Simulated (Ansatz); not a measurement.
# C2H7AlO2: basis-set convergence

How large a basis does C2H7AlO2 need? Two functionals are run in growing sets.

Program: Ansatz 0.2.0, Gaussian basis. Level of theory: one geometry, several basis sets. These are calculated values, not measurements.

Plan: PBE0-D4/def2-SVP; ωB97M-V/def2-SVP; PBE0-D4/def2-QZVPP; ωB97M-V/def2-QZVPP; the functionals' def2-TZVPP values are taken from earlier runs.

### Step 1. The relaxed structure

The geometry comes from an earlier relaxation with PBE0-D4 in a triple-zeta def2 set; it is a stationary point, not always the lowest conformer.

SMILES `C[O][AlH][O]C`, 12 atoms, charge 0, spin multiplicity 1.

Atoms are counted from 1 here; the program's logs count them from 0.

Bond lengths: C1–O2 1.393 Å, C1–H6 1.095 Å, C1–H7 1.097 Å, C1–H8 1.095 Å, O2–Al3 1.679 Å, Al3–O4 1.679 Å, Al3–H9 1.565 Å, O4–C5 1.393 Å, C5–H10 1.095 Å, C5–H11 1.095 Å, C5–H12 1.097 Å. Angles: O2–C1–H6 110.3°, O2–C1–H7 112.8°, O2–C1–H8 110.2°, H6–C1–H7 107.9°, H6–C1–H8 107.8°, H7–C1–H8 107.8°, C1–O2–Al3 140.8°, O2–Al3–O4 123.8°, O2–Al3–H9 118.1°, O4–Al3–H9 118.1°, Al3–O4–C5 140.8°, O4–C5–H10 110.2°, O4–C5–H11 110.3°, O4–C5–H12 112.8°, H10–C5–H11 107.8°, H10–C5–H12 107.8°, H11–C5–H12 107.9°.

### Step 2. PBE0-D4 in def2-SVP

Input file in.yaml:

```yaml
crystal:
  periodic: [false, false, false]
  atoms:
    - {symbol: C, position_ang: [-1.929809, -0.759707, 0.109302]}
    - {symbol: O, position_ang: [-0.755220, -1.417920, 0.466641]}
    - {symbol: Al, position_ang: [0.904015, -1.171026, 0.536706]}
    - {symbol: O, position_ang: [1.655745, 0.254709, 0.066599]}
    - {symbol: C, position_ang: [1.356354, 1.512363, -0.452335]}
    - {symbol: H, position_ang: [-2.421375, -1.282520, -0.718224]}
    - {symbol: H, position_ang: [-1.756806, 0.277473, -0.203272]}
    - {symbol: H, position_ang: [-2.625719, -0.743808, 0.954836]}
    - {symbol: H, position_ang: [1.801166, -2.336553, 1.070395]}
    - {symbol: H, position_ang: [1.911716, 1.679297, -1.381439]}
    - {symbol: H, position_ang: [1.648086, 2.294811, 0.256509]}
    - {symbol: H, position_ang: [0.288846, 1.637780, -0.671620]}
basis:
  gaussian: {orbitals: def2-SVP}
hamiltonian: {xc: pbe0, dispersion: d4}
output: {orbitals: {seedname: orbitals}}
```

Launch:

```console
$ ansatz run in.yaml --threads 4 --pin off --events-out ev --progress --plain --max-ram 10444MiB
```

Further steps of the session: ωB97M-V in def2-SVP; PBE0-D4 in def2-QZVPP; ωB97M-V in def2-QZVPP.

**Question.** What will the summary of the whole plan be? Wanted: PBE0-D4: double and triple zeta above quadruple; ωB97M-V: double and triple zeta above quadruple.

The runs gave:

```
                                       quantity           value
PBE0-D4: double and triple zeta above quadruple  10.38, 0.59 eV
ωB97M-V: double and triple zeta above quadruple  10.60, 0.56 eV
```

**Reading.** For PBE0-D4 the step from double to triple zeta gains 9.79 eV and the next only 0.59 eV. These are total energies; as a rule much of such shifts cancels in differences, which this series doesn't test. The LUMO of ωB97M-V is positive and keeps falling with the basis (1.87 to 0.93 eV): an unbound level that the basis holds in place.
